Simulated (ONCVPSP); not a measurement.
# Pseudopotential generation for Mg: ONCV, revPBE

Aim: build the potential from the settings below, then test how well it stands in for the atom: other configurations, scattering, ghost states and the plane-wave cutoff that it needs.

Method: ONCVPSP 4.0.1, revPBE, non-relativistic.

## Step 1: Starting point

The settings as typed:

```
element                 : magnesium (Mg, Z = 12)
type                    : optimised norm-conserving Vanderbilt (ONCV)
frozen core             : [Ne]
valence charge          : 2
reference configuration : 3s2
partial waves           : 3s: rc 1.95 bohr, ncon 4, nbas 7, qcut 4.2 1/bohr, 2 projectors, debl 3.9 Ha; p scattering state at 0.29 Ha: rc 1.65 bohr, ncon 4, nbas 8, qcut 4.2 1/bohr, 2 projectors, debl 2.6 Ha; d scattering state at 0.16 Ha: rc 2.05 bohr, ncon 4, nbas 8, qcut 4.7 1/bohr, 2 projectors, debl 1 Ha
local potential         : polynomial inside 1.45 bohr (lpopt 3, dvloc0 4 Ha)
core correction         : Teter function fitted to the true core (icmod 2), fcfact 0.25
```

The outer shells as boxes (Hund's rule for the drawing; the calculation is spin-unpolarised):

```
[Ne] core
3s [↑↓]
```

## Step 2: Generation

Mg.dat reads:

```
# ATOM AND REFERENCE CONFIGURATION
# atsym  z   nc   nv     iexc    psfile
  Mg 12.00    3    1  -102130      upf
#
#   n    l    f
    1    0    2.00
    2    0    2.00
    2    1    6.00
    3    0    2.00
#
# PSEUDOPOTENTIAL AND OPTIMIZATION
# lmax
    2
#
#   l,   rc,      ep,       ncon, nbas, qcut
    0    1.95    0.00    4    7    4.20
    1    1.65    0.29    4    8    4.20
    2    2.05    0.16    4    8    4.70
#
# LOCAL POTENTIAL
# lloc, lpopt,  rc(5),   dvloc0
    4    3    1.45    4.00
#
# VANDERBILT-KLEINMAN-BYLANDER PROJECTORs
# l, nproj, debl
    0    2    3.90
    1    2    2.60
    2    2    1.00
#
# MODEL CORE CHARGE
# icmod, fcfact, rcfact
    2    0.25    0.95
#
# LOG DERIVATIVE ANALYSIS
# epsh1, epsh2, depsh
   -2.00    5.00    0.02
#
# OUTPUT GRID
# rlmax, drl
    6.00    0.01
#
# TEST CONFIGURATIONS
# ncnf
    4
# nvcnf
#   n    l    f
    1
    3    0    1.00
#
    1
    3    0    1.50
#
    2
    3    0    1.00
    3    1    1.00
#
    2
    3    0    0.00
    3    1    2.00
#
```

The run is started by

```sh
$ oncvpspnr.x < Mg.dat > Mg.out
```

What does the calculation give? Wanted: cutoffs for 1 and 0.1 mHa per electron, occupied waves; bound ghosts; GHOST(+) flags; largest test error; largest phase difference near zero energy, channels read; rms error of d²Exc/dn², without and with the model core.

The runs gave:

```
                                                quantity                                value
  cutoffs for 1 and 0.1 mHa per electron, occupied waves                    3.7 Ha and 5.2 Ha
                                            bound ghosts                           none found
                                          GHOST(+) flags                           p at 14 eV
                            largest test error (AE − PS)  +14 meV, for 3s1 (2 tests unsolved)
largest phase difference near zero energy, channels read                            0.060 rad
 rms error of d²Exc/dn², without and with the model core                    1.14 and 1.91 mHa
```

What this shows: By total energies transferability is good where solved: the largest error is 14 meV on 7.9 eV, for 3s1. Of the tests 2 gave no usable energy difference, which is a warning in itself. The potential is soft on the atom at that tolerance: the looser tolerance needs 3.7 Ha. That counts occupied waves only; other projectors can need more. It is free of bound ghosts as far as tested. Near zero energy the largest phase difference among the channels read is 0.06 rad, in the p channel. The program also flags highly localised states, GHOST(+) (p). All of this concerns the isolated atom, not yet a solid.
